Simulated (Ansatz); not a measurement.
# C: the cost of one run

Method: DFT LDA, scalar-relativistic, plane waves, PAW, in Ansatz 0.2.0.

## (1) The starting structure

Symmetry: Fmmm, No. 69, orthorhombic system. Conventional cell: a = 2.456 Å, b = 4.254 Å, c = 6.696 Å, α = 90.00°, β = 90.00°, γ = 90.00°. Around C (site symmetry m2m) lie 3 C at 1.42 Å.

Coordinates:

```
CELL_PARAMETERS angstrom
0.00000 2.12700 3.34800
1.22800 0.00000 3.34800
1.22800 2.12700 0.00000
ATOMIC_POSITIONS crystal
C 0.16667 0.83333 0.16667
C 0.83333 0.16667 0.83333
```

The cell is taken as given, not relaxed at this level.

## (2) The scan: an axial (c/a) deformation path

At fixed volume and fractional coordinates, lengths along (0.000, 0.000, 1.000) are scaled against those across it; ρ is that ratio over its starting value.

## (3) At ρ = 0.850

Input file input.yaml:

```yaml
crystal:
  lattice:
    - [0.0, 2.2454041173, 3.0042176949]
    - [1.2963593117, 0.0, 3.0042176949]
    - [1.2963593117, 2.2454041173, 0.0]
  atoms:
    - { symbol: C, position: [0.16667, 0.83333, 0.16667] }
    - { symbol: C, position: [0.83333, 0.16667, 0.83333] }
basis:
  ecutwfc: 420
kpoints:
  mp_grid: { grid: [14, 14, 14] }
hamiltonian:
  xc: lda
scf:
  occupations: { method: gaussian, width: 0.05 }
output:
  forces: true
  stress: true
  eigenvalues: true
```

The run is started by

```
$ ansatz run input.yaml --threads 1 --pin off --max-ram 2560MiB --backend cpu --events-out ev --progress --plain --runs-dir out
```

What time and memory should one allow on 1 thread of Oxide Virtual Turin-like (Zen 5), shared host?

About 2.5 s, with a peak of 0.37 GiB.
